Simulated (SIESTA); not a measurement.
FePbO3:

```
CELL_PARAMETERS angstrom
3.94754 0.00000 0.00000
0.00000 3.94754 0.00000
0.00000 0.00000 3.94754
ATOMIC_POSITIONS crystal
Pb 0.00000 0.00000 0.00000
Fe 0.50000 0.50000 0.50000
O 0.00000 0.50000 0.50000
O 0.50000 0.00000 0.50000
O 0.50000 0.50000 0.00000
```

Measurements of this composition are mostly on another form, of space group No. 63.

```yaml
Program: SIESTA 5.4.2
Task: single point
Functional: PBEsol
Potentials_or_basis: PseudoDojo 0.4 standard (PBEsol files)
Basis: DZP (energy shift 0.003 Ry; two zetas on semicore shells)
Grid_cutoff: 800 Ry
Energy_shift: 0.003 Ry
k_mesh: 7 × 7 × 7
Occupations: fermi-dirac, width 0.05 eV
Spin: collinear spin, ferromagnetic start
Starting_moments: "[0.0, 3.0, 0.0, 0.0, 0.0] μB"
```

On this cell: pressure -11.9 GPa; largest force zero by symmetry; net moment 3.84 μB per cell; site moments Pb +0.01; Fe +3.18; O +0.22 μB; band gap on the k mesh none (metal or under the smearing width).

The same run follows on a disturbed copy (atoms moved at random, drawn with an rms of 0.05 Å):

```xyz
5
Lattice="3.9475 0.0000 0.0000 0.0000 3.9475 0.0000 0.0000 0.0000 3.9475" Properties=species:S:1:pos:R:3 pbc="T T T"
Pb    0.0165    0.0297    0.0524
Fe    2.0007    1.9797    1.9872
O    -0.0130    1.9800    2.0095
O     1.9590   -0.0266    2.0217
O     1.9829    1.9766   -0.0165
```

Question: What does the disturbed cell give?

Answer: The energy (extrapolated to zero smearing) moves by +3.6 meV/atom; pressure -11.5 GPa; largest force 0.391 eV/Å; net moment 3.84 μB per cell; site moments Pb +0.01; Fe +3.18; O +0.22 μB; band gap on the k mesh none (metal or under the smearing width).

Forces in eV/Å, atoms in the order of the input:
```
Pb   0.035 -0.046 -0.112
Fe  -0.018  0.097  0.180
O    0.028 -0.123 -0.199
O    0.020  0.186 -0.239
O   -0.062 -0.113  0.370
```

Stress tensor (GPa, compression positive):
```
-11.45   0.01  -0.03
  0.01 -11.52  -0.02
 -0.03  -0.02 -11.59
```

Caveats: short orbitals over semicore shells can move pressures by several GPa; the basis of atomic orbitals isn't converged, which shifts pressures, moduli and gaps; a cell with one magnetic atom can't hold antiferromagnetic order, which such compounds often take; semilocal functionals often make such compounds metallic where correlation or magnetic order opens a gap, which also shifts bond lengths.
